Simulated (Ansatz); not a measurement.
Predict the output of the script below (the Ansatz DFT code, driven from Python).

The script, `gd_restart.py`:
```python
"""Two stages for Gd: converge the density, then read it back for bands."""

import argparse
import warnings

import ansatz as az


def main() -> None:
    warnings.simplefilter("ignore", az.DeckWarning)

    lattice = az.Lattice.of(
        (-2.025, 2.025, 2.025),
        (2.025, -2.025, 2.025),
        (2.025, 2.025, -2.025),
    )
    sites = [
        ("Gd", (0.0, 0.0, 0.0)),
    ]
    xtal = az.Crystal(lattice=lattice)
    for symbol, position in sites:
        xtal = xtal.atom(symbol, position)
    xtal = xtal.moments(Gd=7)

    parser = argparse.ArgumentParser()
    parser.add_argument("stage", choices=["scf", "bands"])
    stage = parser.parse_args().stage
    model = (
        xtal.calculation()
        .kpoints(9, 9, 9)
        .spin("collinear")  # spin-polarised run
        .occupations("fermi_dirac", width=0.15)
        .functional("LDA")
    )
    if stage == "scf":
        data = model.checkpoint(write="gd.run").run(threads=1, backend="cpu").report
        print(f"F = {data['free_energy_ev']:.5f} eV after {data['n_iterations']} iterations, saved")
    else:
        points = {"G": (0.0, 0.0, 0.0), "H": (0.5, -0.5, 0.5), "N": (0.0, 0.0, 0.5), "P": (0.25, 0.25, 0.25)}
        out = model.checkpoint(read="gd.run", post_process_only=True).band_structure(list(points.values()), intervals=1).run(threads=1, backend="cpu")
        bands = out.band_structure()
        for label, levels in zip(points, bands.channels[0].eigenvalues_ev - bands.fermi_energy_ev):
            print(f"{label:3s}", " ".join(f"{e:7.3f}" for e in levels if abs(e) < 6))


if __name__ == "__main__":
    main()
```

```console
$ python gd_restart.py scf
F = -9126.79442 eV after 9 iterations, saved
```

```console
$ python gd_restart.py bands
G    -4.980  -4.299  -4.299  -4.299  -4.164  -4.164  -4.164  -4.124   1.330   1.330   1.330   3.539   3.539
H    -4.323  -4.244  -4.244  -4.244  -4.144  -4.144  -4.144  -1.861  -1.861   5.529   5.529   5.529
N    -4.288  -4.267  -4.261  -4.189  -4.170  -4.169  -4.149  -2.365  -0.255   1.262   3.436   4.214
P    -4.256  -4.219  -4.219  -4.219  -4.195  -4.195  -4.195  -0.254  -0.254  -0.254   4.341   4.341   5.013
```

Notes:
- Absolute energies stand on the zero of these potentials, so only differences at equal settings mean something. A total without «per atom» is that of the cell as typed.
- Open f shells: without a Hubbard U, without spin-orbit coupling; the state reached hangs on the start and needn't be the lowest.
- The computed bands are complete only to about 3.5 eV above the Fermi level.
- The mesh is modest for a metal, so energies can be off by several to tens of meV an atom and pressures by half a GPa or more; differences at equal mesh fare better.
- The smearing is wide enough that free energy and stress hold a thermal part of the electrons.
- The bands listed are those of the first spin channel.
- This isn't the structure that Gd takes at ambient conditions.
- Gaps and levels are Kohn-Sham values on a finite set of k-points, without spin-orbit coupling.
- Finished in 3.6 s on 1 thread of Intel(R) Xeon(R) 6975P-C (Granite Rapids), with other jobs on the host, peak memory 0.41 GiB.

(Lines on the test bed's own set-up are left out of the output.)
